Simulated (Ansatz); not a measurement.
Crystal: Ta3Cu.

```xyz
4
Lattice="-2.0065 2.0065 4.2082 2.0065 -2.0065 4.2082 2.0065 2.0065 -4.2082" Properties=species:S:1:pos:R:3 pbc="T T T"
Ta    0.0000    0.0000    4.2082
Ta    2.0065    0.0000    2.1041
Ta    0.0000    2.0065    2.1041
Cu    0.0000    0.0000    0.0000
```

The cell comes from a database or a generator and needn't be the stable form of this composition.

Program: Ansatz 0.2.0. Alike in all runs: task projected density of states; potentials or basis Ansatz PAW; no spin polarisation; cell as given; k mesh 5 × 5 × 5; smearing fermi-dirac 0.05 eV; the mesh is coarse, so values aren't converged. Hardware: 2 threads of Intel(R) Xeon(R) Platinum 8259CL CPU @ 2.50GHz (Skylake/Cascade Lake), on a shared host.

Task: Order these runs on this cell by their wall time, lowest first.
A. level r2SCAN0; cutoff (eV) 500
B. level BLYP; cutoff (eV) 420
C. level r2SCAN; cutoff (eV) 500

Result: B (4.7 s), C (11 s), A (120 s).

Caveats: all runs use coarse meshes; the density of states is complete only up to the lowest level of the last band computed.
